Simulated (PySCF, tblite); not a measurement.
**C₆H₉OS radical: geometry, infrared bands and EPR parameters**

Wanted: the infrared bands and EPR parameters of C₆H₉OS radical (`O=[C]C/C=C\CCS`), by calculation.

Programs: tblite 0.8.0 and PySCF 2.14.0, with density-fitted response routines of our own. Each step states its level of theory. These are calculated values for one molecule in the gas phase, unless marked as measured. Atoms count from 0, in the outputs and in this text.

## 1. Starting geometry

17 atoms, charge 0, multiplicity 2; geometry from: force field or distance geometry start.

Bonds of the start (Å): O0–C1 1.17, C1–C2 1.48, C2–C3 1.52, C3–C4 1.34, C4–C5 1.50, C5–C6 1.54, C6–S7 1.82, C2–H8 1.10, C2–H9 1.08, C3–H10 1.09, C4–H11 1.09, C5–H12 1.10, C5–H13 1.10, C6–H14 1.10, C6–H15 1.08, S7–H16 1.35.

## 2. Relaxing the molecule with GFN2-xTB

What the job is given:

```
{"job": {"kind": "relax", "xc": "GFN2-xTB", "basis": "xTB"}, "charge": 0, "multiplicity": 2}
O     -3.934300    -0.043800     1.470000
C     -2.958600    -0.401200     0.937900
C     -1.714100    -0.874600     0.296000
C     -1.211500     0.180500    -0.671000
C     -0.060800     0.862100    -0.583900
C      0.981300     0.796800     0.489000
C      2.328200     0.235800     0.011900
S      2.246200    -1.539700    -0.367000
H     -1.927000    -1.788900    -0.272700
H     -0.986400    -1.140300     1.054400
H     -1.860900     0.364200    -1.521200
H      0.144400     1.575400    -1.387000
H      0.630500     0.249300     1.381300
H      1.158000     1.824800     0.835500
H      3.073000     0.372100     0.805700
H      2.680800     0.767200    -0.860000
H      1.404200    -1.427500    -1.410300
```

On the command line:

```
> OMP_NUM_THREADS=1 python probes_run.py task.json out
```

This one command runs all jobs of the session in turn.

Output:

```text
step      E/eV     max force
  0    -669.44775    4.204
  1    -669.35082    5.859
  2    -669.54526    0.850
  3    -669.55666    0.478
  4    -669.56778    0.616
  5    -669.58675    0.574
  6    -669.61856    1.242
  7    -669.53279    4.632
  8    -669.66664    1.342
  9    -669.70337    1.353
 10    -669.62588    5.241
 11    -669.83840    0.842
 12    -669.88469    0.975
 13    -669.92575    2.039
 14    -669.95444    0.869
 15    -669.97565    0.365
 16    -669.99480    0.515
 17    -670.00474    0.314
 18    -670.01463    0.295
 19    -670.02885    0.460
 20    -670.03981    0.442
 21    -670.04752    0.298
 22    -670.05404    0.240
 23    -670.06119    0.188
 24    -670.06746    0.166
 25    -670.07184    0.170
 26    -670.07468    0.133
 27    -670.07714    0.118
 28    -670.07952    0.105
 29    -670.08169    0.113
 30    -670.08369    0.099
 31    -670.08559    0.109
 32    -670.08738    0.105
 33    -670.08892    0.091
 34    -670.09021    0.092
 35    -670.09134    0.083
 36    -670.09232    0.132
 37    -670.09311    0.070
 38    -670.09378    0.104
 39    -670.09431    0.068
 40    -670.09468    0.047
 41    -670.09497    0.045
 42    -670.09524    0.050
 43    -670.09555    0.056
 44    -670.09592    0.056
 45    -670.09633    0.054
 46    -670.09675    0.062
 47    -670.09719    0.063
 48    -670.09763    0.072
 49    -670.09800    0.070
 50    -670.09822    0.043
 51    -670.09834    0.026
 52    -670.09845    0.032
 53    -670.09860    0.042
 54    -670.09876    0.037
 55    -670.09892    0.026
 56    -670.09907    0.029
 57    -670.09922    0.032
 58    -670.09941    0.042
 59    -670.09962    0.042
 60    -670.09980    0.038
 61    -670.09999    0.035
 62    -670.10020    0.043
 63    -670.10043    0.046
 64    -670.10061    0.036
 65    -670.10074    0.034
 66    -670.10086    0.030
 67    -670.10102    0.039
 68    -670.10120    0.045
 69    -670.10136    0.031
 70    -670.10148    0.028
 71    -670.10158    0.032
 72    -670.10168    0.030
 73    -670.10178    0.026
 74    -670.10184    0.016
 75    -670.10189    0.018
 76    -670.10195    0.023
 77    -670.10204    0.037
 78    -670.10216    0.045
 79    -670.10226    0.032
 80    -670.10235    0.033
 81    -670.10248    0.039
 82    -670.10268    0.053
 83    -670.10294    0.064
 84    -670.10320    0.045
 85    -670.10337    0.047
 86    -670.10362    0.053
 87    -670.10407    0.074
 88    -670.10489    0.094
 89    -670.10552    0.231
 90    -670.10600    0.215
 91    -670.10691    0.063
 92    -670.10724    0.060
 93    -670.10761    0.127
 94    -670.10787    0.032
 95    -670.10807    0.031
 96    -670.10820    0.026
 97    -670.10833    0.025
 98    -670.10849    0.021
 99    -670.10858    0.019
100    -670.10862    0.041
101    -670.10866    0.031
102    -670.10870    0.035
103    -670.10876    0.037
104    -670.10882    0.039
105    -670.10892    0.039
106    -670.10901    0.030
107    -670.10909    0.017
108    -670.10916    0.022
109    -670.10926    0.029
110    -670.10936    0.122
111    -670.10967    0.040
112    -670.11015    0.062
113    -670.11052    0.191
114    -670.11036    0.189
115    -670.11088    0.048
116    -670.11107    0.117
117    -670.11134    0.143
118    -670.11159    0.064
119    -670.11172    0.081
120    -670.11182    0.031
121    -670.11192    0.031
122    -670.11207    0.026
123    -670.11218    0.024
124    -670.11230    0.026
125    -670.11246    0.026
126    -670.11269    0.045
127    -670.11294    0.063
128    -670.11311    0.144
129    -670.11340    0.024
130    -670.11360    0.033
131    -670.11377    0.024
132    -670.11389    0.029
133    -670.11396    0.023
134    -670.11400    0.019
135    -670.11407    0.020
136    -670.11413    0.025
137    -670.11421    0.038
138    -670.11429    0.040
139    -670.11436    0.033
140    -670.11444    0.025
141    -670.11454    0.025
142    -670.11465    0.025
143    -670.11477    0.018
144    -670.11487    0.022
145    -670.11493    0.019
146    -670.11495    0.054
147    -670.11498    0.018
148    -670.11501    0.012
149    -670.11503    0.021
150    -670.11504    0.018
151    -670.11505    0.014
152    -670.11506    0.013
153    -670.11506    0.014
154    -670.11507    0.014
155    -670.11507    0.015
156    -670.11507    0.016
157    -670.11508    0.017
158    -670.11508    0.017
159    -670.11509    0.017
160    -670.11510    0.017
161    -670.11512    0.017
162    -670.11514    0.014
163    -670.11517    0.010
164    -670.11520    0.010
```

Wall time 1.1 s (1 thread of Arm Neoverse V1, shared host); peak memory 0.18 GiB.

The steps of the relaxation: (not every step is listed) (the energy doesn't fall at every step)

```csv
step,energy from step 0 (eV),largest force (eV/Å)
0,0.0000,4.2036
1,0.0969,5.8592
2,-0.0975,0.8495
3,-0.1089,0.4777
4,-0.1200,0.6156
5,-0.1390,0.5735
6,-0.1708,1.2425
7,-0.0850,4.6316
8,-0.2189,1.3416
23,-0.6134,0.1882
38,-0.6460,0.1038
53,-0.6508,0.0418
68,-0.6534,0.0451
83,-0.6552,0.0635
98,-0.6607,0.0209
113,-0.6628,0.1911
128,-0.6654,0.1441
143,-0.6670,0.0183
158,-0.6673,0.0166
159,-0.6673,0.0173
160,-0.6673,0.0169
161,-0.6674,0.0165
162,-0.6674,0.0143
163,-0.6674,0.0105
164,-0.6674,0.0103
```

Close pairs (by a distance rule), those that changed most:

```csv
bond,before (Å),after (Å),change (Å)
C2–C3,1.517,1.498,-0.019
O0–C1,1.167,1.186,+0.019
C5–H12,1.104,1.090,-0.014
S7–H16,1.345,1.332,-0.013
C1–C2,1.478,1.491,+0.013
C4–H11,1.094,1.082,-0.011
C6–S7,1.817,1.828,+0.011
C3–C4,1.340,1.330,-0.010
```

The end geometry stands in the next job.

## 3. Infrared spectrum with GFN2-xTB

What the job is given:

```
{"job": {"kind": "ir", "xc": "GFN2-xTB", "basis": "xTB"}, "charge": 0, "multiplicity": 2}
O     -2.626415     0.597790     1.645294
C     -2.430997    -0.494712     1.226742
C     -1.616519    -1.051574     0.109274
C     -1.180487     0.015752    -0.846867
C     -0.179810     0.868653    -0.645188
C      0.754211     0.870629     0.524897
C      2.120439     0.295170     0.154258
S      2.043441    -1.489905    -0.231891
H     -2.207395    -1.818988    -0.392451
H     -0.768272    -1.551256     0.584983
H     -1.803463     0.130921    -1.723395
H      0.026640     1.619351    -1.397058
H      0.339928     0.306523     1.360647
H      0.904262     1.901750     0.856585
H      2.811995     0.368500     0.992925
H      2.547762     0.804326    -0.709866
H      1.257682    -1.360900    -1.300265
```

Output:

```text
mode    cm-1     km/mol
  1      32.9      1.59
  2      46.2      6.03
  3      85.1      2.85
  4     129.3      1.23
  5     149.5      4.43
  6     218.7      8.19
  7     254.1     42.93
  8     293.0      6.81
  9     331.6      3.90
 10     455.7      6.54
 11     522.8      2.50
 12     600.3     10.43
 13     676.6      1.25
 14     745.7     13.90
 15     793.5     21.71
 16     853.8      6.53
 17     888.9      5.18
 18     901.2     18.32
 19     913.5      1.21
 20     950.2      5.66
 21     993.8      3.37
 22    1035.5      0.64
 23    1071.2      5.74
 24    1107.1      4.65
 25    1156.1      2.81
 26    1180.6      0.87
 27    1233.6     24.24
 28    1258.1      9.70
 29    1266.4     10.46
 30    1300.3      2.59
 31    1352.6     15.96
 32    1409.8     15.23
 33    1439.7      1.03
 34    1475.1      1.31
 35    1675.1     53.06
 36    1895.5    463.40
 37    2424.3    106.56
 38    2956.0      1.86
 39    2960.0     23.40
 40    2980.1     12.00
 41    2990.8      7.74
 42    3005.2     13.14
 43    3011.2     17.68
 44    3051.4     14.77
 45    3068.8     51.61
```

Run time: 0.6 s. Hardware: 1 thread of Arm Neoverse V1, shared host; peak memory 0.18 GiB.

The strongest bands and the atoms that carry them (share of the mass-weighted mode):

```csv
cm⁻¹,km/mol,atoms
254,42.9,H16 67 %
794,21.7,"H11 29 %, H10 26 %, C3 14 %"
1234,24.2,"H8 61 %, C2 20 %, H9 15 %"
1675,53.1,"C4 49 %, C3 44 %"
1896,463.4,"C1 59 %, O0 39 %"
2424,106.6,H16 97 %
2960,23.4,H13 91 %
3069,51.6,"H10 69 %, H11 22 %"
```

## 4. g tensor and hyperfine couplings: B3LYP/pcH-1

Settings changed since step 3:

```diff
@@ -1,2 +1,2 @@
-{"job": {"kind": "ir", "xc": "GFN2-xTB", "basis": "xTB"}, "charge": 0, "multiplicity": 2}
+{"job": {"kind": "epr", "basis": "pcH-1"}, "charge": 0, "multiplicity": 2}
 O     -2.626415     0.597790     1.645294
```

Level: UKS B3LYP, pcH-1 on C H O S, non-relativistic, mean-field spin-orbit, GIAO.

Output:

```text
UKS, coarse grid
  cycle   1  E = -707.28599509  |g| = 5.70e-01
  cycle   2  E = -706.73619134  |g| = 1.32e+00
  cycle   3  E = -707.40732270  |g| = 1.54e-01
  cycle   4  E = -707.41726252  |g| = 6.15e-02
  cycle   5  E = -707.41895881  |g| = 1.48e-02
  cycle   6  E = -707.41905255  |g| = 6.83e-03
  cycle   7  E = -707.41907126  |g| = 2.66e-03
  cycle   8  E = -707.41907519  |g| = 8.35e-04
UKS, final grid
  cycle   1  E = -707.41905987  |g| = 1.27e-03
  cycle   2  E = -707.41905787  |g| = 2.36e-03
  cycle   3  E = -707.41906070  |g| = 2.38e-04
  cycle   4  E = -707.41906072  |g| = 7.43e-05
  cycle   5  E = -707.41906072  |g| = 5.45e-05
  cycle   6  E = -707.41906073  |g| = 1.89e-05
E = -707.41906073 Eh   <S^2> = 0.7529 (exact 0.7500)
g shifts (ppm)      1          2          3
  rmc          -222       -222       -222
  gc             38         18       -135
  oz_so       -7292        -85       2458
  total       -7477       -289       2101
hyperfine (MHz)  atom isotope    a_iso     a_fc   dipolar eigenvalues
    0   17O     -41.88     -42.24   -102.86     47.55     55.31
    1   13C     344.52     344.95    -51.86    -48.88    100.74
    2   13C     135.01     135.04    -13.06    -12.20     25.26
    3   13C      26.27      26.28     -7.00     -2.35      9.35
    4   13C       4.50       4.51     -4.53     -3.42      7.95
    5   13C      -0.04      -0.04     -0.36     -0.30      0.66
    6   13C       5.18       5.17     -0.49     -0.43      0.92
    7   33S      -0.04      -0.04     -0.14     -0.08      0.22
    8    1H       1.72       1.74     -9.13     -5.83     14.96
    9    1H     -10.27     -10.26     -8.61     -5.12     13.72
   10    1H       4.39       4.39     -2.77     -1.27      4.04
   11    1H       0.36       0.36     -2.78     -0.88      3.65
   12    1H       0.27       0.26     -2.28     -1.81      4.10
   13    1H       3.66       3.66     -1.16     -0.81      1.97
   14    1H       0.91       0.91     -0.60     -0.43      1.03
   15    1H      -0.30      -0.30     -0.67     -0.52      1.20
   16    1H       0.11       0.11     -0.99     -0.66      1.65
```

Run time: 2.2 min. Hardware: 1 thread of Arm Neoverse V1, shared host; peak memory 0.97 GiB.

Principal g values 1.99484, 2.00203, 2.00442; g(iso) = 2.00043, against 2.00232 for a free electron.

Mean a(iso) over the nuclei that a row names, and the largest dipolar term of the row (other rows stand at the frozen geometry):

```csv
nuclei,isotope,a(iso) (MHz),"a(iso) (G, at g = 2.0023)",largest dipolar term (MHz)
C1,13C,344.5,122.9,100.7
C2,13C,135.0,48.2,25.3
O0,17O,-41.9,-14.9,-102.9
C3,13C,26.3,9.4,9.4
C6,13C,5.2,1.8,0.9
C4,13C,4.5,1.6,8.0
H10,1H,4.4,1.6,4.0
"H8, H9",1H,-4.3,-1.5,15.0
"H12, H13",1H,2.0,0.7,4.1
H11,1H,0.4,0.1,3.7
"H14, H15",1H,0.3,0.1,1.2
H16,1H,0.1,0.0,1.7
C5,13C,0.0,0.0,0.7
S7,33S,0.0,0.0,0.2
```

Mulliken spin populations:

O0 0.23; C1 0.65; C2 0.06; C3 0.01; C4 0.06; C5 0.00; C6 0.00; S7 0.00; H8 0.00; H9 0.00; H10 0.00; H11 0.00; H12 0.00; H13 0.00; H14 0.00; H15 0.00; H16 0.00

In first order the couplings over 0.8 MHz of 1H give 18 distinct lines over 6.0 G, if the averaged nuclei exchange fast.

Orbitals, density, ELF and potential are computed afterwards from the orbital file.

ELF in a plane through or near 6 of the atoms.

Values, 10 rows by 14 columns:
```
0.00 0.00 0.00 0.00 0.00 0.00 0.00 0.00 0.00 0.00 0.00 0.00 0.00 0.00
0.00 0.00 0.00 0.00 0.00 0.00 0.00 0.00 0.00 0.01 0.03 0.01 0.00 0.00
0.00 0.00 0.00 0.00 0.03 0.23 0.06 0.01 0.03 0.48 0.77 0.53 0.03 0.00
0.00 0.00 0.04 0.10 0.02 0.28 0.64 0.66 0.06 0.70 0.47 0.64 0.05 0.00
0.00 0.00 0.77 0.99 0.79 0.41 0.98 0.91 0.03 0.50 0.68 0.81 0.43 0.02
0.00 0.00 0.27 0.83 0.64 0.41 0.07 0.03 0.81 0.66 0.68 0.57 0.28 0.00
0.00 0.00 0.05 0.36 0.48 0.18 0.78 0.04 0.96 0.71 0.88 0.38 0.00 0.00
0.00 0.00 0.44 0.90 0.70 0.21 0.67 0.09 0.06 0.13 0.86 0.55 0.00 0.00
0.00 0.00 0.10 0.65 0.72 0.33 0.06 0.01 0.00 0.00 0.00 0.00 0.00 0.00
0.00 0.00 0.00 0.00 0.02 0.01 0.00 0.00 0.00 0.00 0.00 0.00 0.00 0.00
```
The map spans 10.8 Å across and 9.3 Å up, centred on the molecule. Atoms in the plane (x, y in Å): O0 (2.5, 1.8), C1 (2.5, 0.6), S7 (-1.7, -1.7), H9 (1.1, -0.8), H12 (-0.3, 0.9), H14 (-2.8, 0.4).

log10 of the density (e/Å³) in the same plane.

Ten even steps from ' ' (-4.0) to '@' (1.9):
```
                                                        
                                                        
                  ........        ..::::::::....        
                ..::::::::......::----======--::..      
              ..::--------::::::--====++++++==--::      
        ....::::--==========----==++**####**++==--..    
      ..::------====++++++++======++**##%%##**==--::..  
    ..::--========++++******++====++**####****==--::..  
    ..::==++****************++====++**##@@****++--::..  
    ..--==++**##******++++++++==++****####**++==--::..  
    ..::==++++********++======++**********++++==--::..  
    ..::--==++++******++++====++**####**++++==--::..    
    ..::--==++****####**++====++********++++==--::      
      ::--==++**##@@@@****======++++++++++====::..      
      ::--==++****####**++====----========----::..      
      ..----==++++**++++==----::::::::::::::....        
      ..::----==========----::..............            
        ..::::----------::::..                          
            ....::::......                              
                                                        
```
The map spans 10.8 Å across and 9.3 Å up, centred on the molecule. Atoms in the plane (x, y in Å): O0 (2.5, 1.8), C1 (2.5, 0.6), S7 (-1.7, -1.7), H9 (1.1, -0.8), H12 (-0.3, 0.9), H14 (-2.8, 0.4).

On the surface of density 0.002 e/bohr³ the electrostatic potential runs, from the 1st to the 99th percentile, from -1.29 V near O0 to 1.14 V near H8.

The spin density lies nearest to C1 55 %; O0 25 %; C2 9 %.

## 5. What came out

| quantity | value |
| --- | --- |
| strongest single infrared mode (GFN2-xTB) | 1896 cm⁻¹, 463 km/mol |
| zero-point energy (GFN2-xTB) | 81.7 kcal/mol |
| g(iso) (B3LYP) | 2.00043 |
| ⟨S²⟩ | 0.753 (exact 0.75) |
| largest a(iso) (averaged by class) | 13C on C1, 344.5 MHz |
| surface potential, 1st and 99th percentile | -1.29 V and 1.14 V |

In words: Over 164 steps the energy fell by 0.667 eV; of the close pairs, C2–C3 changed most, 1.517 to 1.498 Å. All 45 modes are real, so the xTB geometry is a minimum. The strongest single mode, at 1896 cm⁻¹, moves mainly C1 and O0. GFN2-xTB is a fitted tight-binding method: band positions and strengths are rough. Its intensities can rank the bands wrongly. The largest share of the spin, 0.65 e, sits on C1. The isotropic g lies 1.9 ppt below the free-electron value.
